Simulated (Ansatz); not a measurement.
Crystal: Nb2B.

```xyz
3
Lattice="4.4076 0.0000 0.0000 -2.2038 3.8171 0.0000 0.0000 0.0000 2.6686" Properties=species:S:1:pos:R:3 pbc="T T T"
Nb    0.0000    2.5447    1.3343
Nb    2.2038    1.2724    1.3343
B     0.0000    0.0000    0.0000
```

The cell was built by a generator and needn't be a form met in nature.

Below is the output of Ansatz 0.2.0 for this cell. Logs are shortened: lines on timing, memory, paths and dates and some standing lists are left out, and cuts for length are marked.

```text
Warning: the atoms were moved onto the symmetric positions of the space group found under crystal.symmetry.tolerance 1.0e-5 (fractional; no operation is sought that the atoms, as they stand in a round, miss by more than twice it, and no atom is moved by as much as it), and the run uses the moved positions. Before a round's move an operation carried an atom to 4.41e-5 Å from where it should land, the largest such distance. Atom 0 (counting from 0) moved farthest, by 2.54e-5 Å; the longest move in fractions of the cell, of whichever atom, is 0.47 of the tolerance, in 1 round. To run the atoms as typed, lower crystal.symmetry.tolerance until the operations that they miss are no longer found, or set crystal.symmetry.detect: false (a key that needs symmetry detection or time reversal refuses this as the deck is read). The positions used, in the order of the run's atom list: position: [0.3333333333333333, 0.6666666666666666, 0.5]; position: [0.6666666666666666, 0.3333333333333333, 0.5]; position: [0.0, 0.0, 0.0]; The lattice was moved too: crystal.lattice keeps the space group found at crystal.symmetry.tolerance 1.0e-5 only nearly: the operation that it misses by the most changes a squared length by the fraction 2.92e-6. The run uses the lattice that is a stretch of the typed one, with no rotation, onto the one that keeps every operation to a double's rounding (on a very oblique basis the stretch itself rounds by more); the deck's lattice vector that moved farthest moved by 3.71e-6 Å. To run the lattice as typed, set crystal.symmetry.tolerance under 2.91e-6, the least fraction by which an operation that the lattice misses changes a squared length (the same key also sets how far an atom may lie from its image, so lowering it can lose operations that the atoms keep only within it), or set crystal.symmetry.detect: false, as for the atoms. crystal.lattice made exact, in Å and degrees: [[4.407603712525284, 0.0, 0.0], [-2.203801856262642, 3.8170967848615, 0.0], [0.0, 0.0, 2.66855]]. Pasted over the deck's crystal.lattice, beside positions in fractional coordinates, it runs the same cell (given as lengths and angles, that cell in the form's own orientation, a rigid turn of the misfit's size from the one run here, for which a checkpoint.post_process_only pass over this run's state can be refused: where this run relaxes nothing, give such a pass this deck's own crystal.lattice, as typed; behind a relaxation, as crystal.lattice, the state's own cell, identity.cell in its checkpoint.json), and a matrix so pasted ends this notice, except on a very skew basis of the lattice, where the rounding of the pasted numbers themselves can read as a misfit: the cell is then moved again, and that move is told again. The lattice as run is in this notice's lattice.as_run_ang field (Run.prep()["deck_notices"] in Python, the deck_notice line of an events file, deck_notices of ansatz run --dry-run=json, or deck_notices in record.json in the deck's checkpoint.write directory).
Warning: RAYON_NUM_THREADS=2 ignored (pool sized by the plan → 2); use --threads N
Engine: ansatz 0.2.0, aarch64-unknown-linux-gnu
Pseudopotentials: kind: paw
Pseudopotential: Nb, paw, valence charge 13, recommended cutoff 420 eV (normal), Nb.paw.azcp
Pseudopotential: B, paw, valence charge 3, recommended cutoff 420 eV (normal), B.paw.azcp
Functional definition: PBE
  parameter kappa = 0.804
  parameter beta = 0.06672455060314922
  exchange = pbe_x(kappa = kappa, mu = beta*pi^2/3)
  correlation = pbe_c(beta = beta)
Crystal: 3 atoms, lattice volume = 44.896 Å³
Basis set: ecut = 420 eV, 903 PW (Γ), exchange–correlation on 60×60×36 points (8 copies of the dense FFT grid, shifted against one another)
Bands: 19, of which v1, the nominal top of the filled ones, is band 15 counted from 1 (14 counted from 0)
Symmetry: 24 space group operations
[... 108 lines left out ...]
        0.000000       1.999425      -0.000000
       -0.000000      -0.000000       2.001342
  P = ⅓ Tr σ = 2.0001 GPa (20.001 kbar)
--- Band table (eV; the first three rows and the last of 48) ---
  k-point 0: bands = ["-38.4663", "-37.8878", "-15.1716", "-15.1716", "-13.6589", "-13.5638", "-13.5638", "-13.2737", "7.2106", "12.8232", "13.0201", "13.0201", "15.0484", "16.5126", "16.5126", "18.6104", "18.6104", "18.6354", "21.2339"]
  k-point 1: bands = ["-38.4439", "-37.8670", "-15.1489", "-15.1489", "-13.8423", "-13.5465", "-13.5465", "-13.4342", "7.4306", "13.1384", "13.1384", "13.2570", "15.6338", "16.2975", "16.2975", "17.9402", "17.9402", "18.7268", "20.4991"]
  k-point 2: bands = ["-38.3848", "-37.8121", "-15.0890", "-15.0890", "-14.3041", "-13.8414", "-13.5011", "-13.5011", "8.0496", "13.4739", "13.4739", "14.2640", "15.3046", "15.3046", "17.2925", "17.4742", "17.4742", "18.9703", "19.2373"]
  k-point 47: bands = ["-38.0033", "-37.8997", "-15.1786", "-15.1264", "-15.0714", "-14.3300", "-13.9840", "-13.1423", "9.9131", "12.2252", "12.6244", "13.1289", "15.9893", "16.0999", "16.5850", "16.9571", "18.5177", "19.9166", "19.9716"]
--- Relaxed structure (4 steps of the walk, 3 accepted, 1 SCFs on fresh bases) ---
  F+E_penalty+E_count = -9257.64080410 eV   max|allowed force component| = 3.207e-16 eV/Å   (the final SCF, on the basis selected at the relaxed cell)
  cell:  # Å, volume = 44.3758 Å³
    - [4.387444475379199, -6.36905118688605e-34, 0.0]
    - [-2.1937222376895993, 3.7996383733720753, -4.989837268575105e-19]
    - [0.0, -3.4884182910597164e-19, 2.6619027289636668]
  atoms:
    - { symbol: Nb, position: [0.3333333333333333, 0.6666666666666666, 0.5] }
    - { symbol: Nb, position: [0.6666666666666666, 0.3333333333333333, 0.5] }
    - { symbol: B, position: [6.109087017189801e-35, 7.848611637210741e-35, 0.0] }
```

Q: Write the input and the command behind it.

A: Relaxation of cell and atoms with PBE, no spin polarisation. The files as run (others can give the same):

input.yaml
```yaml
crystal:
  lattice:
    - [4.4076, 0.0, 0.0]
    - [-2.2038, 3.8171, 0.0]
    - [0.0, 0.0, 2.66855]
  atoms:
    - { symbol: Nb, position: [0.33333, 0.66667, 0.5] }
    - { symbol: Nb, position: [0.66667, 0.33333, 0.5] }
    - { symbol: B, position: [0.0, 0.0, 0.0] }
hamiltonian:
  xc: pbe
  pseudopotentials: { kind: paw }
kpoints:
  mp_grid: { grid: [7, 7, 10] }
scf:
  occupations: { method: fermi_dirac, width: 0.05 }
output:
  forces: true
  stress: true
  eigenvalues: true
relax:
  f_tol: 0.01
  max_steps: 40
  cell: { stress_tol: 0.05, p_target: 2.0 }
```

Potentials or basis: Ansatz PAW.
Run with:
```bash
$ ansatz run input.yaml --threads 2 --pin off --max-ram 5632MiB --backend cpu --events-out ev --progress --plain --runs-dir out
```

Caveat: the plane-wave basis is chosen anew once the cell has moved, so the energies of steps on either side of that aren't comparable.
